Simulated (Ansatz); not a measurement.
**C6H11NSi: how energies converge with the basis set**

The task here is to estimate one member of a computed series from the others.

The runs use Ansatz 0.2.0, Gaussian basis; one geometry, several basis sets.

The runs, in order: PBE0-D4/def2-SVP; ωB97M-V/def2-SVP; PBE0-D4/def2-QZVPP; ωB97M-V/def2-QZVPP; the functionals' def2-TZVPP values are taken from earlier runs.

**The relaxed structure**

The geometry comes from an earlier relaxation with PBE0-D4 in a triple-zeta def2 set; it is a stationary point, not always the lowest conformer.

19 atoms, charge 0, spin multiplicity 1.

Atoms are counted from 1 here; the program's logs count them from 0.

Bond lengths: C1–C2 1.331 Å, C1–H9 1.087 Å, C1–H10 1.087 Å, C2–Si3 1.864 Å, C2–H11 1.090 Å, Si3–N4 1.718 Å, Si3–C5 1.864 Å, Si3–C7 1.868 Å, N4–H12 1.006 Å, N4–H13 1.007 Å, C5–C6 1.331 Å, C5–H14 1.090 Å, C6–H15 1.087 Å, C6–H16 1.087 Å, C7–C8 1.330 Å, C7–H17 1.091 Å, C8–H18 1.087 Å, C8–H19 1.087 Å. Angles: C2–C1–H9 122.4°, C2–C1–H10 121.4°, H9–C1–H10 116.2°, C1–C2–Si3 123.7°, C1–C2–H11 118.2°, Si3–C2–H11 118.2°, C2–Si3–N4 107.1°, C2–Si3–C5 110.8°, C2–Si3–C7 108.7°, N4–Si3–C5 108.2°, N4–Si3–C7 114.3°, C5–Si3–C7 107.8°, Si3–N4–H12 120.2°, Si3–N4–H13 121.5°, H12–N4–H13 111.8°, Si3–C5–C6 123.5°, Si3–C5–H14 118.6°, C6–C5–H14 117.9° and more.

Set-up of the first run:

File in.yaml:

```yaml
crystal:
  periodic: [false, false, false]
  atoms:
    - {symbol: C, position_ang: [-1.947466, -0.103173, -1.922722]}
    - {symbol: C, position_ang: [-1.643760, 0.422138, -0.738540]}
    - {symbol: Si, position_ang: [-0.046738, 0.087060, 0.162561]}
    - {symbol: N, position_ang: [-0.444171, -0.791758, 1.584173]}
    - {symbol: C, position_ang: [0.772246, 1.681181, 0.673790]}
    - {symbol: C, position_ang: [0.712302, 2.173945, 1.908292]}
    - {symbol: C, position_ang: [1.117413, -0.807092, -0.992459]}
    - {symbol: C, position_ang: [1.469194, -2.079834, -0.831644]}
    - {symbol: H, position_ang: [-2.885384, 0.108186, -2.430000]}
    - {symbol: H, position_ang: [-1.264441, -0.773710, -2.437616]}
    - {symbol: H, position_ang: [-2.366853, 1.090861, -0.271974]}
    - {symbol: H, position_ang: [-1.204297, -1.450629, 1.575636]}
    - {symbol: H, position_ang: [0.257952, -1.040567, 2.261455]}
    - {symbol: H, position_ang: [1.330697, 2.244364, -0.073867]}
    - {symbol: H, position_ang: [0.166497, 1.658546, 2.693868]}
    - {symbol: H, position_ang: [1.196905, 3.106071, 2.187225]}
    - {symbol: H, position_ang: [1.544081, -0.266434, -1.838203]}
    - {symbol: H, position_ang: [2.154517, -2.588624, -1.504663]}
    - {symbol: H, position_ang: [1.081306, -2.670562, -0.005333]}
basis:
  gaussian: {orbitals: def2-SVP}
hamiltonian: {xc: pbe0, dispersion: d4}
output: {orbitals: {seedname: orbitals}}
```

On the command line:

```sh
$ ansatz run in.yaml --threads 4 --pin off --events-out ev --progress --plain --max-ram 66560MiB --backend cpu
```

Steps of the session up to this table: PBE0-D4 in def2-SVP; ωB97M-V in def2-SVP; PBE0-D4 in def2-QZVPP; ωB97M-V in def2-QZVPP.

One of the session's tables, all rows but one given; the rest of the session is left out.

It belongs to the step «Functionals by basis». 

| functional | basis | HOMO (eV) |
| --- | --- | --- |
| PBE0-D4 | def2-SVP | ? |
| PBE0-D4 | def2-TZVPP | -7.25 |
| PBE0-D4 | def2-QZVPP | -7.28 |
| ωB97M-V | def2-SVP | -9.42 |
| ωB97M-V | def2-TZVPP | -9.59 |
| ωB97M-V | def2-QZVPP | -9.61 |

Q: Estimate the row for PBE0-D4, def2-SVP from the others.

As computed: HOMO (eV): -7.07. In the column «HOMO (eV)» it is the highest.
